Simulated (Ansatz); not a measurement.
# C₄H₉FGeO: a ladder of functionals and wavefunction methods

Aim: compute C₄H₉FGeO with functionals from several rungs and with coupled cluster, and see how far each lands from CCSD(T) at the basis-set limit for the atomisation energy.

Computed with Ansatz 0.2.0, Gaussian basis. Level: functionals in def2-TZVPP, the program's frozen cores in correlated methods.

Plan: LDA (SPW92), PBE-D4, revPBE-D4, BLYP-D4, r2SCAN-D4, B97M-V, PBE0-D4, B3LYP-D4, r2SCANh-D4, r2SCAN0-D4, HSE06-D4, BHLYP-D4, CAM-B3LYP-D4, LC-ωPBE, ωB97X-V, ωB97M-V, B2PLYP, PBE-QIDH; CCSD(T)/def2-SVP; CCSD(T)/def2-TZVPP; MP2/def2-QZVPP; extrapolation to the limit; RPA on PBE.

**1. Structure used throughout**

The geometry comes from an earlier relaxation with PBE0-D4 in a triple-zeta def2 set; it is a stationary point, not always the lowest conformer.

SMILES `CC(C)(C)[O][Ge][F]`, 16 atoms, charge 0, spin multiplicity 1.

Atoms are counted from 1 here; the program's logs count them from 0.

Bond lengths: C1–C2 1.520 Å, C1–H8 1.092 Å, C1–H9 1.092 Å, C1–H10 1.092 Å, C2–C3 1.522 Å, C2–C4 1.522 Å, C2–O5 1.435 Å, C3–H11 1.091 Å, C3–H12 1.092 Å, C3–H13 1.092 Å, C4–H14 1.091 Å, C4–H15 1.092 Å, C4–H16 1.092 Å, O5–Ge6 1.758 Å, Ge6–F7 1.774 Å. Angles: C2–C1–H8 110.6°, C2–C1–H9 110.3°, C2–C1–H10 110.3°, H8–C1–H9 108.6°, H8–C1–H10 108.6°, H9–C1–H10 108.4°, C1–C2–C3 110.6°, C1–C2–C4 110.6°, C1–C2–O5 105.7°, C3–C2–C4 111.0°, C3–C2–O5 109.4°, C4–C2–O5 109.4°, C2–C3–H11 110.7°, C2–C3–H12 110.3°, C2–C3–H13 110.2°, H11–C3–H12 108.4°, H11–C3–H13 109.0°, H12–C3–H13 108.2° and more.

**2. LDA**

This LDA is Slater exchange with PW92 correlation.

in.yaml

```yaml
crystal:
  periodic: [false, false, false]
  atoms:
    - {symbol: C, position_ang: [0.432775, 0.435890, 1.611856]}
    - {symbol: C, position_ang: [0.086536, 0.142848, 0.161387]}
    - {symbol: C, position_ang: [0.866504, -1.062507, -0.342595]}
    - {symbol: C, position_ang: [-1.411305, -0.071624, 0.001029]}
    - {symbol: O, position_ang: [0.482201, 1.308068, -0.575952]}
    - {symbol: Ge, position_ang: [0.444103, 1.805713, -2.261735]}
    - {symbol: F, position_ang: [-0.290198, 0.381883, -3.024180]}
    - {symbol: H, position_ang: [0.162452, -0.408177, 2.250552]}
    - {symbol: H, position_ang: [1.503543, 0.621736, 1.715744]}
    - {symbol: H, position_ang: [-0.104926, 1.320536, 1.958500]}
    - {symbol: H, position_ang: [0.619835, -1.273524, -1.384166]}
    - {symbol: H, position_ang: [0.627679, -1.945968, 0.254013]}
    - {symbol: H, position_ang: [1.940027, -0.876739, -0.261867]}
    - {symbol: H, position_ang: [-1.661646, -0.281872, -1.039810]}
    - {symbol: H, position_ang: [-1.741862, -0.914666, 0.612167]}
    - {symbol: H, position_ang: [-1.955697, 0.818384, 0.325067]}
basis:
  gaussian: {orbitals: def2-TZVPP}
hamiltonian: {xc: lda}
output: {orbitals: {seedname: orbitals}}
```

Further steps of the session: PBE-D4 (GGA); revPBE-D4 (GGA); BLYP-D4 (GGA); r2SCAN-D4 (meta-GGA); B97M-V (meta-GGA); PBE0-D4 (hybrid); B3LYP-D4 (hybrid); r2SCANh-D4 (hybrid); r2SCAN0-D4 (hybrid); HSE06-D4 (hybrid); BHLYP-D4 (hybrid); CAM-B3LYP-D4 (range-separated); LC-ωPBE (range-separated); ωB97X-V (range-separated); ωB97M-V (range-separated); B2PLYP (double hybrid); PBE-QIDH (double hybrid); CCSD(T) in def2-SVP; CCSD(T) in def2-TZVPP; MP2 in def2-QZVPP; RPA on PBE orbitals.

Q: Predict the results of all the runs planned. Wanted: atomisation energy, CCSD(T)/CBS; farthest beyond LDA; mean size of error, GGA; mean size of error, meta-GGA; mean size of error, hybrid; mean size of error, range-separated; mean size of error, double hybrid; gap, smallest and largest; T1 diagnostic.

**Answer**, as computed:

| quantity | value |
| --- | --- |
| atomisation energy, CCSD(T)/CBS | 1520.8 kcal/mol |
| functionals within 15.2 kcal/mol (1.0 %) | revPBE-D4, BLYP-D4, r2SCAN-D4, B97M-V, PBE0-D4, B3LYP-D4, r2SCANh-D4, HSE06-D4, CAM-B3LYP-D4, LC-ωPBE, ωB97X-V, ωB97M-V, PBE-QIDH |
| farthest beyond LDA | BHLYP-D4 (-48.8 kcal/mol) |
| mean size of error, GGA | 13.2 kcal/mol |
| mean size of error, meta-GGA | 1.2 kcal/mol |
| mean size of error, hybrid | 14.2 kcal/mol |
| mean size of error, range-separated | 3.6 kcal/mol |
| mean size of error, double hybrid | 14.5 kcal/mol |
| gap, smallest and largest | 4.02 eV (LDA (SPW92)), 10.96 eV (LC-ωPBE) |
| T1 diagnostic | 0.0138 |
| triples share of the correlation energy | 3.8 % |

What this shows: LDA overbinds by 221.5 kcal/mol (15 %). PBE-D4 misses by +30.1 kcal/mol. Double hybrids carry the basis error of their MP2 part in triple zeta, and no dispersion term here, so their miss is partly the set-up's. The rungs meta-GGA, range-separated, GGA, hybrid, double hybrid miss on average by less than the doubt on the reference (15.2 kcal/mol), so they tie. The reference freezes the cores and leaves out relativity and excitations past (T), and its outer-core shells are covered unevenly, so misses under about 15.2 kcal/mol can't be ranked. Hartree-Fock recovers 73 % of the binding; the rest is correlation. CCSD(T) in def2-SVP is off by -70.0 kcal/mol, worse than the median functional, from the basis alone. Orbital gaps span 4.0 to 11.0 eV; exact exchange widens them. Correlated methods include outer-core shells of Ge, which these sets cover unevenly.
